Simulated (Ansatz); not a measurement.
# Zr8N: the cost of one run

Program: Ansatz 0.2.0. Level of theory: DFT PBE+D3(BJ), scalar-relativistic, plane waves, PAW. These are calculated values, not measurements.

4 further runs of the same task are left out: 1 for a known fault of the program, 1 that didn't finish, 2 set aside as unsound or not needed. Runs told in other sessions of the task aren't counted.

## (1) The system as given

The structure is hexagonal, space group P6_3/mmc (No. 194). The conventional cell has a = 3.232 Å, b = 3.232 Å, c = 5.147 Å, α = 90.00°, β = 90.00°, γ = 120.00°. Zr (site symmetry -6m2) is surrounded by 12 Zr at 3.18 to 3.23 Å.

Structure file:

```
CELL_PARAMETERS angstrom
3.23200 0.00000 0.00000
-1.61600 2.79899 0.00000
0.00000 0.00000 5.14700
ATOMIC_POSITIONS crystal
Zr 0.33333 0.66667 0.25000
Zr 0.66667 0.33333 0.75000
```

Source of the structure: the Crystallography Open Database.

## (6) Plan of the scan

Atoms count from 1 in the order of the input.

N2 is moved over the surface cell at a fixed height above a rigid substrate; the origin of the map has the adsorbate above Zr13; the height is held at 3.00 Å.

First coordinate, position of N17 along the first surface vector, from above Zr13: 6 values from 0.000 to 0.833, periodic. Second coordinate, position of N17 along the second surface vector, from above Zr13: 6 values from 0.000 to 0.833, periodic.

Nothing else is relaxed. Points are written as (first, second).

The two vectors of the plane (Å): (3.183, 0.000, 0.000); (-1.592, 2.757, 0.000).

(The set-up runs are not shown.)

## (7) The run at (0/6, 0/6) of the map's two axes

Input file input.yaml:

```yaml
crystal:
  lattice:
    - [6.366424793, 0.0, 0.0]
    - [-3.1832123965, 5.513485602, 0.0]
    - [0.0, 0.0, 26.3387889958]
  atoms:
    - { symbol: Zr, position: [0.3333333333, 0.1666666667, 0.1518672708] }
    - { symbol: Zr, position: [0.3333333333, 0.6666666667, 0.1518672708] }
    - { symbol: Zr, position: [0.8333333333, 0.1666666667, 0.1518672708] }
    - { symbol: Zr, position: [0.8333333333, 0.6666666667, 0.1518672708] }
    - { symbol: Zr, position: [0.1666666667, 0.3333333333, 0.248970151] }
    - { symbol: Zr, position: [0.1666666667, 0.8333333333, 0.248970151] }
    - { symbol: Zr, position: [0.6666666667, 0.3333333333, 0.248970151] }
    - { symbol: Zr, position: [0.6666666667, 0.8333333333, 0.248970151] }
    - { symbol: Zr, position: [0.3333333333, 0.1666666667, 0.3487109194] }
    - { symbol: Zr, position: [0.3333333333, 0.6666666667, 0.3487109194] }
    - { symbol: Zr, position: [0.8333333333, 0.1666666667, 0.3487109194] }
    - { symbol: Zr, position: [0.8333333333, 0.6666666667, 0.3487109194] }
    - { symbol: Zr, position: [0.1666666667, 0.3333333333, 0.4418877799] }
    - { symbol: Zr, position: [0.1666666667, 0.8333333333, 0.4418877799] }
    - { symbol: Zr, position: [0.6666666667, 0.3333333333, 0.4418877799] }
    - { symbol: Zr, position: [0.6666666667, 0.8333333333, 0.4418877799] }
    - { symbol: "N", position: [0.1666666667, 0.3333333333, 0.555788233] }
    - { symbol: "N", position: [0.1666666667, 0.3333333333, 0.5975517325] }
basis:
  ecutwfc: 420
kpoints:
  mp_grid: { grid: [6, 6, 1] }
hamiltonian:
  xc: pbe
  dispersion: d3bj
scf:
  occupations: { method: gaussian, width: 0.1 }
output:
  forces: true
  eigenvalues: true
efield:
  axis: 3
  dipole_correction: true
  ramp_width: 0.04
```

The run is started by

```sh
$ ansatz run input.yaml --threads 4 --pin off --max-ram 12288MiB --backend cpu --events-out ev --progress --plain --runs-dir out
```

Q: Estimate wall time and peak memory on 4 threads of Arm Neoverse N1, shared host.

About 40 s, with a peak of 2.3 GiB.
